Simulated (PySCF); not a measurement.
# The bond of GeI+, level by level

One job finds the state of GeI+, follows it along the bond with each method and fits the curves.

Method: Ge def2-TZVPPD, I def2-TZVPPD with ECP28, scalar-relativistic core potentials; program: PySCF 2.14.0.

### Step 1. The job

Settings of the job:

```yaml
atoms: Ge, I
charge: 1
basis: Ge def2-TZVPPD, I def2-TZVPPD with ECP28
Hamiltonian: scalar-relativistic core potentials
basis_functions: 113
electrons_treated: 56
masses_in_u: 73.9212, 126.9045
levels: PBE0, PBE, r²SCAN, r²SCANh, PW91, B97-3, LDA, BLYP, HSE06, HF, MP2, SCS-MP2, CCSD, CCSD(T)
grid: 80 radial by 434 angular points
occupations: held fixed by the projection of orbital angular momentum
dissociation_limit: Ge+ + I, each in its ground configuration
starting_distance_in_angstrom: 2.570
values_of_2S_to_try: 0, 2
```

Command:

```sh
$ OMP_NUM_THREADS=2 python dia.py task.json out
```

Further steps of the session: First curve: PBE0; Higher solutions at PBE0; PBE; r²SCAN (meta-GGA); r²SCANh; PW91 (GGA); B97-3 (global hybrid GGA); LDA; BLYP (GGA); HSE06; RHF; Adding correlation.

**Question.** What will these runs give? Wanted: for each run, Re; ωe; De; μ.

**Answer**, as computed:

Lowest PBE0 solution found, without spin–orbit coupling: ¹Σ⁺ (singlet), closed shell. State 2 has its PBE0 minimum 2.59 eV higher. The other levels ran on the lowest alone.

```csv
level,Re (Å),ωe (cm⁻¹),De (eV),μ (D)
RHF,2.403,310,2.37,-4.17
RHF-MP2,2.378,320,4.01,n/a
RHF-SCS-MP2,2.387,316,3.80,n/a
RHF-CCSD,2.389,314,3.62,n/a
RHF-CCSD(T),2.399,307,3.87,n/a
LDA,2.390,303,4.92,-3.06
PBE,2.424,290.6,4.26,-3.29
PW91,2.423,290.6,4.29,-3.30
BLYP,2.449,278.5,4.03,-3.42
r²SCAN,2.401,303,4.15,-3.22
r²SCANh,2.395,307,4.04,-3.30
PBE0,2.399,306,3.98,-3.47
B97-3,2.413,301,3.85,-3.63
HSE06,2.402,304,4.04,-3.44
```

De is counted to Ge+ + I in their ground configurations. A positive dipole points from Ge to I; in an ion it is taken about the centre of mass and does not tell which atom is negative.

Differences from CCSD(T) in the same basis:

```csv
level,Re (mÅ),ωe (%)
RHF,+5,+1.0
RHF-MP2,-20,+4.4
RHF-SCS-MP2,-12,+3.0
RHF-CCSD,-9,+2.2
LDA,-9,-1.4
PBE,+26,-5.3
PW91,+25,-5.3
BLYP,+50,-9.2
r²SCAN,+2,-1.3
r²SCANh,-4,0.0
PBE0,+1,-0.4
B97-3,+15,-2.0
HSE06,+4,-1.0
```

What this shows: Against CCSD(T) in the same basis, the bond length is nearest at PBE0 (+1 mÅ) and farthest at BLYP (+50 mÅ); the wavenumber is nearest at r²SCANh (0.0 %) and farthest at BLYP (-9.2 %). Among the levels with a De in the table, it runs from 2.37 eV (RHF) to 4.92 eV (LDA).

Correlated steps freeze 13 core orbitals. Spin–orbit coupling is left out, which matters for elements this heavy, above all for dissociation energies.
